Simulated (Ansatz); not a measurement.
## CH₆Se₂Si, SMILES [SiH3]C[Se][SeH]: energies of removing a hydrogen, step by step

With Ansatz 0.2.0, Python API.

Interactive session:
```pycon
>>> import ansatz
>>> def energy_of(molecule, charge=0, unpaired=0):
...     calc = (
...         molecule.calculation()
...         .basis(gaussian='6-31G*')
...         .correlation('mp2')
...     )
...     if charge:
...         calc = calc.charge(charge)
...     if unpaired:
...         calc = calc.spin('collinear', total=unpaired)
...     return calc.run(threads=1).report['free_energy_ev']
...
>>> def without(molecule, index):
...     rest = ansatz.Crystal.molecule()
...     for i, site in enumerate(molecule.cartesian_sites):
...         if i != index:
...             rest = rest.atom(site.symbol, site.position_ang)
...     return rest
...
>>> mol = (
...     ansatz.Crystal.molecule()
...     .atom('Si', [-0.4313, 1.0103, 0.521])
...     .atom('C', [-0.1118, -0.7627, 0.7541])
...     .atom('Se', [1.5792, -1.2039, -0.0592])
...     .atom('Se', [0.7376, -1.432, -2.2242])
...     .atom('H', [-0.6074, 1.3435, -0.9425])
...     .atom('H', [-1.7417, 1.4038, 1.1852])
...     .atom('H', [0.6361, 1.8626, 1.0857])
...     .atom('H', [-0.0212, -0.9499, 1.8369])
...     .atom('H', [-0.9118, -1.3584, 0.3504])
...     .atom('H', [0.9554, 0.0355, -2.5044])
... )
>>> whole = energy_of(mol, 0)

>>> hydrogen = energy_of(ansatz.Crystal.molecule().atom('H', (0, 0, 0)), 0, 1)
>>> print(f'E(molecule) = {whole:.5f} eV, E(H) = {hydrogen:.5f} eV')
E(molecule) = -139596.92042 eV, E(H) = -13.55761 eV
>>> for index in [6, 8, 9]:
...     radical = energy_of(without(mol, index), 0, 1)
...     print(f'H{index}: homolysis {(radical + hydrogen - whole):.3f} eV')
...
H6: homolysis 3.712 eV
H8: homolysis 4.466 eV
H9: homolysis 2.603 eV
```

Notes:
- Total energies depend on the basis set; only differences at equal settings carry meaning.
- The geometry is a force-field or estimated start, not a minimum of this method, and the basis set is short of its limit. All parts are taken at fixed geometry, without zero-point energy.
- The spin-orbit lowering of heavy atoms is left out.
- Run time: 36 s on 1 thread of Arm Neoverse V2, with other jobs on the host, peak memory 0.49 GiB.

(Lines on the test bed's own set-up are left out of the output.)
